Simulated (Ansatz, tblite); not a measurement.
# C16H10S4: a ladder of methods and basis sets

How do method and basis change the picture of C16H10S4 (singlet)?

Computed with Ansatz 0.2.0, Gaussian basis. Level: as each input shows.

The runs, in order: GFN1-xTB, GFN2-xTB, PBE-D4/def2-TZVP, r2SCAN-D4/def2-TZVP, PBE-D4/def2-SVP, PBE0-D4/def2-SVP.

1 further run of the same task is left out (set aside as unsound or not needed).

### Step 1. The relaxed structure

The singlet was relaxed beforehand with PBE-D4/def2-SVP.

SMILES `c1csc(-c2ccc(-c3ccc(-c4cccs4)s3)s2)c1`, 30 atoms, charge 0, spin multiplicity 1.

Bond lengths: C1–C2 1.384 Å, C1–C20 1.422 Å, C1–H21 1.099 Å, C2–S3 1.730 Å, C2–H22 1.097 Å, S3–C4 1.752 Å, C4–C5 1.446 Å, C4–C20 1.396 Å, C5–C6 1.396 Å, C5–S19 1.751 Å, C6–C7 1.414 Å, C6–H23 1.098 Å, C7–C8 1.397 Å, C7–H24 1.099 Å, C8–C9 1.441 Å, C8–S19 1.752 Å, C9–C10 1.397 Å, C9–S18 1.753 Å and more. Angles: C2–C1–C20 112.8°, C2–C1–H21 123.3°, C20–C1–H21 123.9°, C1–C2–S3 111.6°, C1–C2–H22 128.7°, S3–C2–H22 119.8°, C2–S3–C4 92.2°, S3–C4–C5 121.8°, S3–C4–C20 110.1°, C5–C4–C20 128.1°, C4–C5–C6 128.1°, C4–C5–S19 121.6°, C6–C5–S19 110.2°, C5–C6–C7 113.5°, C5–C6–H23 122.7°, C7–C6–H23 123.7°, C6–C7–C8 113.6°, C6–C7–H24 123.9° and more.

PBE0-D4/def2-TZVP was run before; its log isn't repeated, and its numbers join the tables.

### Step 2. GFN1-xTB

Tight binding, by tblite at 300 K electronic temperature and without a spin-polarisation term:

```python
tblite.interface.Calculator('GFN1-xTB', numbers, positions, charge=0, uhf=0).singlepoint()
```

Energy -1468.2939 eV, HOMO -10.29 eV, LUMO -8.51 eV; 0.05 s.

### Step 3. GFN2-xTB

Tight binding, by tblite at 300 K electronic temperature and without a spin-polarisation term:

```python
tblite.interface.Calculator('GFN2-xTB', numbers, positions, charge=0, uhf=0).singlepoint()
```

Energy -1423.1550 eV, HOMO -9.69 eV, LUMO -7.97 eV; 0.05 s.

### Step 4. PBE-D4/def2-TZVP

start.molden holds the orbitals of an earlier run on this state, given as this run's starting guess.

Contents of in.yaml:

```yaml
crystal:
  periodic: [false, false, false]
  atoms:
    - {symbol: C, position_ang: [6.915466, -0.517247, 0.118927]}
    - {symbol: C, position_ang: [6.876215, 0.751352, 0.669645]}
    - {symbol: S, position_ang: [5.251509, 1.322944, 0.834196]}
    - {symbol: C, position_ang: [4.590835, -0.154418, 0.164200]}
    - {symbol: C, position_ang: [3.166438, -0.349625, 0.009982]}
    - {symbol: C, position_ang: [2.499634, -1.463835, -0.503792]}
    - {symbol: C, position_ang: [1.092933, -1.324320, -0.513819]}
    - {symbol: C, position_ang: [0.647826, -0.100491, -0.007657]}
    - {symbol: C, position_ang: [-0.699312, 0.388955, 0.136237]}
    - {symbol: C, position_ang: [-1.150409, 1.610159, 0.642038]}
    - {symbol: C, position_ang: [-2.558824, 1.741781, 0.626798]}
    - {symbol: C, position_ang: [-3.218412, 0.625171, 0.110868]}
    - {symbol: C, position_ang: [-4.634160, 0.395285, -0.061006]}
    - {symbol: C, position_ang: [-5.289232, -0.721366, -0.580492]}
    - {symbol: C, position_ang: [-6.705773, -0.587570, -0.594037]}
    - {symbol: C, position_ang: [-7.132091, 0.626675, -0.087666]}
    - {symbol: S, position_ang: [-5.801480, 1.616985, 0.405743]}
    - {symbol: S, position_ang: [-2.059044, -0.600381, -0.359750]}
    - {symbol: S, position_ang: [2.013935, 0.880667, 0.483945]}
    - {symbol: C, position_ang: [5.622255, -1.033890, -0.169464]}
    - {symbol: H, position_ang: [7.850001, -1.062375, -0.072597]}
    - {symbol: H, position_ang: [7.711766, 1.386714, 0.987169]}
    - {symbol: H, position_ang: [3.026562, -2.357508, -0.863291]}
    - {symbol: H, position_ang: [0.402569, -2.096552, -0.881402]}
    - {symbol: H, position_ang: [-0.464932, 2.385521, 1.012033]}
    - {symbol: H, position_ang: [-3.095874, 2.631781, 0.983787]}
    - {symbol: H, position_ang: [-4.750588, -1.609897, -0.939170]}
    - {symbol: H, position_ang: [-7.392370, -1.360848, -0.964916]}
    - {symbol: H, position_ang: [-8.157410, 1.000181, 0.022655]}
    - {symbol: H, position_ang: [5.441956, -2.023856, -0.609157]}
basis:
  gaussian: {orbitals: def2-TZVP, fitting: {mean_field: def2-universal-jkfit}, initial_orbitals: start.molden}
hamiltonian: {xc: pbe, dispersion: d4}
scf: {omitted_lower_state_checks: [starts]}
output: {forces: true, orbitals: {seedname: orbitals}}
```

The run is started by

```sh
ansatz run in.yaml --threads 2 --pin off --events-out ev --progress --plain --max-ram 32768MiB --backend cuda --devices 0, --max-vram 18GiB
```

Further steps of the session: r2SCAN-D4/def2-TZVP; PBE-D4/def2-SVP; PBE0-D4/def2-SVP.

**Question.** What will the summary of the whole plan be? Wanted: gap in def2-TZVP, named functionals, smallest and largest; binding an atom, functionals in def2-TZVP; PBE0 total energy, smallest basis above largest.

**Answer**, as computed:

| quantity | value |
| --- | --- |
| gap in def2-TZVP, named functionals, smallest and largest | 1.82 eV (PBE-D4), 3.15 eV (PBE0-D4) |
| binding an atom, functionals in def2-TZVP | 5.13 (r2SCAN-D4) to 5.32 eV (PBE-D4) |
| PBE0 total energy, smallest basis above largest | 32.61 eV (def2-SVP, def2-TZVP) |

In words: Orbital gaps of the named functionals in def2-TZVP span 1.82 eV (PBE-D4) to 3.15 eV (PBE0-D4); exact exchange widens it.
